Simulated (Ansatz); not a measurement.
# CaZrN2, space group R-3m: an SCF with some post-processing

Computed with Ansatz 0.2.0 through its Python package.

Script `cazrn2_report.py`:
```python
'''One SCF of CaZrN2 and its post-processing.'''

from pathlib import Path
import warnings

import ansatz as az
import numpy as np
from pymatgen.core import Structure

lattice = az.Lattice.of(
    (1.65709, 0.95672, 5.60669),
    (-1.65709, 0.95672, 5.60669),
    (0.0, -1.91344, 5.60669),
)
sites = [
    ('Ca', (0.0, 0.0, 0.0)),
    ('Zr', (0.5, 0.5, 0.5)),
    ('N', (0.23812, 0.23812, 0.23812)),
    ('N', (0.76188, 0.76188, 0.76188)),
]
xtal = az.Crystal(lattice=lattice)
for symbol, position in sites:
    xtal = xtal.atom(symbol, position)

model = xtal.calculation()
model = model.functional('r2SCAN').pseudopotentials('paw')
model = model.kpoints(6, center='gamma').occupations('cold', width=0.01)
model = model.density_of_states(energy_step=0.05, projected=True)
model = model.cutoff_correction(900)
model = model.potential_components()
model = model.populations()
with warnings.catch_warnings(record=True) as caught:
    warnings.simplefilter('always')
    out = model.run(threads=1, pin='off')
print('warnings raised:', sorted(w.category.__name__ for w in caught) or 'none')
data = out.report

print('%-22s %14.5f eV' % ('F = E - TS', data['free_energy_ev']))
print('%-22s %14.5f eV' % ('E', data['internal_energy_ev']))
print('%-22s %14.5f eV' % ('Harris-Foulkes', data['harris_foulkes_ev']))
print('%-22s %14.5f eV' % ('Fermi level', data['fermi_energy_ev']))

# first and second moments of the projected d states
dos = out.density_of_states()
energy = np.asarray(dos.energies_ev) - dos.fermi_ev
window = (energy > -12) & (energy < 4)
for index, site in enumerate(out.projected_density_of_states().sites):
    for shell in site.shells:
        if shell.l == 2:
            g = sum(np.sum(part.g_bin_mean_per_ev, axis=0) for part in shell.curves)[window]
            if g.sum() > 1e-6:
                centre = (g * energy[window]).sum() / g.sum()
                width = np.sqrt((g * (energy[window] - centre) ** 2).sum() / g.sum())
                print(f'site {index} {site.species} {shell.label}: centre {centre:.3f} eV, rms width {width:.3f} eV')

# estimate of what a larger basis would gain, without a second SCF
estimate = data.get('cutoff_correction')
if estimate:
    print('towards {} eV the energy would change by {:.2f} meV/atom'.format(estimate['reference_ecutwfc_ev'], 1000 * estimate['energy_ev'] / len(out.lattice.sites)))

folder = Path(out.write_results('parts'))
text = (folder / 'v_comp_z.tsv').read_text().splitlines()
rows = np.array([line.split() for line in text if not line.startswith('#')], dtype=float)
print(text[0])
print(np.array2string(rows[:: max(len(rows) // 12, 1)], precision=3, suppress_small=True))

files = Path(out.write_results('tables'))
print((files / 'populations.tsv').read_text())

final = Structure(out.lattice.cell_ang, [s.symbol for s in out.lattice.sites], [s.position_frac for s in out.lattice.sites])
distances = np.array([n.nn_distance for shell in final.get_all_neighbors(5.0) for n in shell])
values, counts = np.unique(distances.round(2), return_counts=True)
print('distance (A)  neighbours per atom')
for value, count in list(zip(values, counts))[:14]:
    print(f'{value:10.2f} {count / len(final):10.2f}')
```

```console
$ python cazrn2_report.py
warnings raised: ['DeckWarning', 'PlacementWarning']
F = E - TS                -6793.39502 eV
E                         -6793.39502 eV
Harris-Foulkes            -6793.39502 eV
Fermi level                  12.19094 eV
site 1 Zr 4D: centre 0.038 eV, rms width 3.076 eV
towards 900.0 eV the energy would change by -2.79 meV/atom
# z_ang	v_loc[eV]	v_h[eV]	v_xc[eV]
[[  0.      5.136   1.077 -12.441]
 [  0.474   4.873   0.783 -12.307]
 [  0.948   4.794   0.11  -11.81 ]
 [  1.422   4.763  -0.42  -11.56 ]
 [  1.896   4.382  -0.481 -11.659]
 [  2.37    4.204  -0.333 -12.012]
 [  2.844   4.384  -0.263 -12.062]
 [  3.318   4.278  -0.284 -12.059]
 [  3.791   4.234  -0.407 -11.861]
 [  4.265   4.589  -0.503 -11.556]
 [  4.739   4.823  -0.207 -11.612]
 [  5.213   4.788   0.465 -12.115]
 [  5.687   5.04    1.    -12.397]]
# site	symbol	l	j	q
# orbitals = lowdin
# n_electrons = 32.000000
# spilling = 0.012462
0	Ca	0_3S	-	1.975140
0	Ca	0_4S	-	0.388160
0	Ca	1_3P	-	5.982868
1	Zr	0_4S	-	1.936132
1	Zr	0_5S	-	0.480573
1	Zr	1_4P	-	5.983411
1	Zr	2_4D	-	2.543380
2	N	0_2S	-	1.636549
2	N	1_2P	-	4.519231
3	N	0_2S	-	1.636549
3	N	1_2P	-	4.519231

distance (A)  neighbours per atom
      2.26       3.00
      2.50       3.00
      3.07       1.50
      3.31       6.00
      3.39       3.00
      3.73       1.50
      4.01       4.00
      4.15       3.00
      4.40       1.00
      4.52       1.50
      4.74       3.00
      4.99       1.50
```

Caveats:
- Absolute energies stand on the zero of these potentials, so only differences at equal settings mean something.
- Spin is left out of this run.
- Semilocal gaps usually lie well under measured ones.
- Only differences from the Fermi energy are physical; the zero of the scale is a convention.
- Projections exist only for the shells that the potentials hold, some of them semicore, and samples at single energies can miss narrow peaks.
- The empty d shell of the heavier alkali and alkaline-earth atoms, which makes much of a conduction band, may have no channel.
- In a crystal with a gap the Fermi level's place inside it depends on smearing and mesh.
- The crystal has a gap of about 0.83 eV on the mesh; bins of finite width blur the band edges.
- This cell is a computed structure, which may not be the phase found in nature.
- The computed bands are complete only to about 4.0 eV above the Fermi level; beyond that the density of states is undercounted.
- A band centre counts only the states inside the window taken.
- Wall time of the script: 7.2 s on 1 thread of Arm Neoverse V2, on a shared host, peak memory 0.5 GiB.
